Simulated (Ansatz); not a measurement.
# CHGeSi+ (singlet): wave-function methods side by side, cc-pVDZ

Aim: climb from Hartree-Fock through coupled cluster and multireference methods for CHGeSi+ (singlet) at one geometry and basis, and see what each rung misses.

Program: Ansatz 0.2.0, Gaussian basis. Level of theory: cc-pVDZ, correlated electrons: outside noble gas. These are calculated values, not measurements.

To be run: UHF; CCSD(T) on RHF; CCSD(T) on UHF; BCCD(T) on RHF; CISD; CCSDT(Q) on RHF; CCSDT(Q) on UHF; CASSCF and MRCISD+Q, 8 electrons in 8 orbitals; CASSCF and NEVPT2, 8 electrons in 8 orbitals.

### Step 1. The system

The geometry is a PBE0/def2-TZVP stationary point (not a proven minimum) of the parent state, kept for this charge and spin. No spin-orbit coupling is included. The filled d shell of Ge may be among the frozen orbitals whatever the setting's name suggests; the logs give the count.

4 atoms, charge 1, spin multiplicity 1.

Atoms are counted from 1 here; the program's logs count them from 0.

Bond lengths: C1–Ge2 1.911 Å, C1–Si3 1.736 Å, C1–H4 1.085 Å, Ge2–Si3 2.504 Å. Angles: Ge2–C1–Si3 86.6°, Ge2–C1–H4 126.4°, Si3–C1–H4 147.0°, C1–Ge2–Si3 43.8°, C1–Si3–Ge2 49.6°.

In the tables R marks a restricted determinant and U an unrestricted one; 'frontier' is the active space of 8 electrons in 8 orbitals; correlation energies count from the lowest restricted Hartree-Fock solution.

### Step 2. UHF

File in.yaml:

```yaml
crystal:
  periodic: [false, false, false]
  atoms:
    - {symbol: C, position_ang: [0.000000, -1.092218, -0.723226]}
    - {symbol: Ge, position_ang: [0.000000, 0.078716, 0.787626]}
    - {symbol: Si, position_ang: [0.000000, 0.341606, -1.702775]}
    - {symbol: H, position_ang: [0.000000, -2.176529, -0.697892]}
basis:
  gaussian: {orbitals: cc-pVDZ}
total_charge: 1
magnetization: {spin_polarized: true, initial_magnetization: 0}
hamiltonian: {xc: hf}
output: {orbitals: {seedname: orbitals}}
```

Command:

```sh
$ ansatz run in.yaml --threads 1 --pin off --events-out ev --progress --plain --max-ram 2393MiB
```

After this run come: CCSD(T) on RHF; CCSD(T) on UHF; BCCD(T) on RHF; CISD; CCSDT(Q) on RHF; CCSDT(Q) on UHF; CASSCF and MRCISD+Q, 8 electrons in 8 orbitals; CASSCF and NEVPT2, 8 electrons in 8 orbitals.

**Question.** What will the summary of the whole plan be? Wanted: correlation energy, RCCSDT(Q); RMP2 from RCCSDT(Q); UMP2 from RCCSDT(Q); RCCSD from RCCSDT(Q); RCCSD(T) from RCCSDT(Q); UCCSD(T) from RCCSDT(Q); UCCSDT(Q) from RCCSDT(Q); MRCISD+Q frontier from RCCSDT(Q); T1 diagnostic.

**Answer**, as computed:

```
                                      quantity              value
                 correlation energy, RCCSDT(Q)         -8.5657 eV
                           RMP2 from RCCSDT(Q)        +1324.4 meV
                           UMP2 from RCCSDT(Q)        +1503.3 meV
                          RCCSD from RCCSDT(Q)         +483.0 meV
                       RCCSD(T) from RCCSDT(Q)          +71.2 meV
                       UCCSD(T) from RCCSDT(Q)          +84.3 meV
                      UCCSDT(Q) from RCCSDT(Q)           -0.4 meV
              MRCISD+Q frontier from RCCSDT(Q)          +84.1 meV
levels of the table within 1 kcal/mol (43 meV)  RCCSDT, UCCSDT(Q)
                                 T1 diagnostic              0.023
```

**Reading.** RCCSD(T) lands +71.2 meV from the yardstick (0.8 % of the correlation energy). These misses are within one basis, not against nature; the frozen cores of restricted and unrestricted runs differ, which can shift their rows.
